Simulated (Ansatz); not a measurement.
# C2H6F3GeN: the cost of one run

The runs use Ansatz 0.2.0, Gaussian basis; RKS PBE0-D4/def2-TZVP.

Plan: relaxation at PBE-D4/def2-SVP; relaxation at PBE0-D4/def2-TZVP; harmonic vibrations at the same level.

1 further run of the same task is left out (set aside as unsound or not needed).

## Step 1: The system as given

SMILES `C[N](C)[Ge]([F])([F])[F]`, 13 atoms, charge 0, spin multiplicity 1.

Atoms are counted from 1 here; the program's logs count them from 0.

Bond lengths: C1–N2 1.441 Å, C1–H8 1.106 Å, C1–H9 1.088 Å, C1–H10 1.171 Å, N2–C3 1.458 Å, N2–Ge4 1.871 Å, C3–H11 1.144 Å, C3–H12 1.139 Å, C3–H13 1.114 Å, Ge4–F5 1.704 Å, Ge4–F6 1.789 Å, Ge4–F7 1.790 Å. Angles: N2–C1–H8 109.9°, N2–C1–H9 115.2°, N2–C1–H10 109.0°, H8–C1–H9 113.0°, H8–C1–H10 105.1°, H9–C1–H10 103.9°, C1–N2–C3 108.0°, C1–N2–Ge4 113.6°, C3–N2–Ge4 107.7°, N2–C3–H11 108.5°, N2–C3–H12 108.9°, N2–C3–H13 111.2°, H11–C3–H12 104.6°, H11–C3–H13 111.4°, H12–C3–H13 112.0°, N2–Ge4–F5 113.1°, N2–Ge4–F6 109.3°, N2–Ge4–F7 107.6° and more.

Geometry (Å):

```xyz
13
C2H6F3GeN
C    -0.7150   -0.2143    1.2661
N     0.4154    0.1074    0.4321
C     0.9024   -1.1314   -0.1635
Ge    0.0053    1.2864   -0.9610
F     1.3386    1.6196   -1.9679
F    -0.6854    2.7897   -0.2805
F    -1.2851    0.5335   -1.9465
H    -1.5356   -0.6225    0.6471
H    -0.4899   -0.8310    2.1341
H    -1.1420    0.7744    1.7263
H     1.2323   -1.8326    0.6781
H     1.8565   -0.9103   -0.7445
H     0.1230   -1.6036   -0.8051
```

The start is a force-field geometry with small random shifts, so a cheaper pass at PBE-D4/def2-SVP comes first.

## Step 2: Geometry optimisation, PBE-D4/def2-SVP (cheap first pass)

Contents of in.yaml:

```yaml
crystal:
  periodic: [false, false, false]
  atoms:
    - {symbol: C, position_ang: [-0.715000, -0.214300, 1.266100]}
    - {symbol: N, position_ang: [0.415400, 0.107400, 0.432100]}
    - {symbol: C, position_ang: [0.902400, -1.131400, -0.163500]}
    - {symbol: Ge, position_ang: [0.005300, 1.286400, -0.961000]}
    - {symbol: F, position_ang: [1.338600, 1.619600, -1.967900]}
    - {symbol: F, position_ang: [-0.685400, 2.789700, -0.280500]}
    - {symbol: F, position_ang: [-1.285100, 0.533500, -1.946500]}
    - {symbol: H, position_ang: [-1.535600, -0.622500, 0.647100]}
    - {symbol: H, position_ang: [-0.489900, -0.831000, 2.134100]}
    - {symbol: H, position_ang: [-1.142000, 0.774400, 1.726300]}
    - {symbol: H, position_ang: [1.232300, -1.832600, 0.678100]}
    - {symbol: H, position_ang: [1.856500, -0.910300, -0.744500]}
    - {symbol: H, position_ang: [0.123000, -1.603600, -0.805100]}
basis:
  gaussian: {orbitals: def2-SVP}
hamiltonian: {xc: pbe, dispersion: d4}
relax: {f_tol: 0.03, max_steps: 200}
```

Run with:

```bash
ansatz run in.yaml --threads 2 --pin off --events-out ev --progress --plain --max-ram 32768MiB --backend cpu
```

What time and memory should one allow on 2 threads of AMD EPYC 7R13, shared host?

About 29 s, with a peak of 0.25 GiB.
